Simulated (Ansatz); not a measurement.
# AlH₂IO, SMILES [OH][AlH][I]: a polarisability from point charges

Computed with Ansatz's Python interface.

At the Python prompt:
```pycon
>>> import warnings
>>> import ansatz as az
>>> import numpy as np
>>> warnings.simplefilter("ignore", az.DeckWarning)
>>> geometry_ang = [
...     ("O", (-1.1023, -0.4628, -0.8571)),
...     ("Al", (0.2258, 0.3678, 0.046)),
...     ("I", (2.4596, -0.8527, 0.2618)),
...     ("H", (-1.5636, -0.9279, -0.1853)),
...     ("H", (0.0303, 1.8019, 0.6932)),
... ]
>>> alh2io = az.Crystal.molecule()
>>> for symbol, xyz in geometry_ang:
...     alh2io = alh2io.atom(symbol, xyz)
...
>>> model = (
...     alh2io.calculation()
...     .basis(gaussian="def2-SVPD")
...     .functional("PBE")
...     .accuracy("high")
...     .forces()
... )
>>> # charges +q and -q at -R and +R make a nearly even field 2 k q / R^2 at the centre
>>> centre = np.mean([site.position_ang for site in alh2io.cartesian_sites], axis=0)
>>> field = 2 * 14.399645 * 2.0 / 30.0 ** 2
>>> def dipole(axis, sign):
...     arm = 30.0 * np.eye(3)[axis]
...     pair = [{"charge": sign * 2.0, "position_ang": (centre - arm).tolist()}, {"charge": -sign * 2.0, "position_ang": (centre + arm).tolist()}]
...     deck = model.input().set(az.key.basis.gaussian.point_charges, pair)
...     return np.array(az.Session.from_dict(deck).plan().execute().report["charge_distribution"]["dipole_moment_e_ang"])
...
>>> print(f"field {field:.4f} V/A")
field 0.0640 V/A
>>> alpha = np.array([(dipole(axis, 1) - dipole(axis, -1)) / (2 * field) * 14.399645 for axis in range(3)])

>>> print("polarisability tensor (A^3)")
polarisability tensor (A^3)
>>> print(np.array2string(alpha, precision=3, suppress_small=True))
[[12.949 -1.618  0.559]
 [-1.6   10.363  0.22 ]
 [ 0.55   0.217  8.969]]
>>> print(f"mean {np.trace(alpha) / 3:.3f} A^3 = {np.trace(alpha) / 3 / 0.14818471:.2f} bohr^3")
mean 10.760 A^3 = 72.61 bohr^3
```

What to keep in mind:
- These settings explore the input space; basis and method may be short of convergence.
- The geometry is a force-field or estimated start, not a minimum of this method, and the basis set is short of its limit. The field of two point charges is only nearly even.
- def2 sets replace the cores of elements past krypton by effective core potentials.
- Run time: 59 s on 1 thread of Arm Neoverse V2, with other jobs on the host, peak memory 0.34 GiB.

(Lines on the test bed's own set-up are left out of the output.)
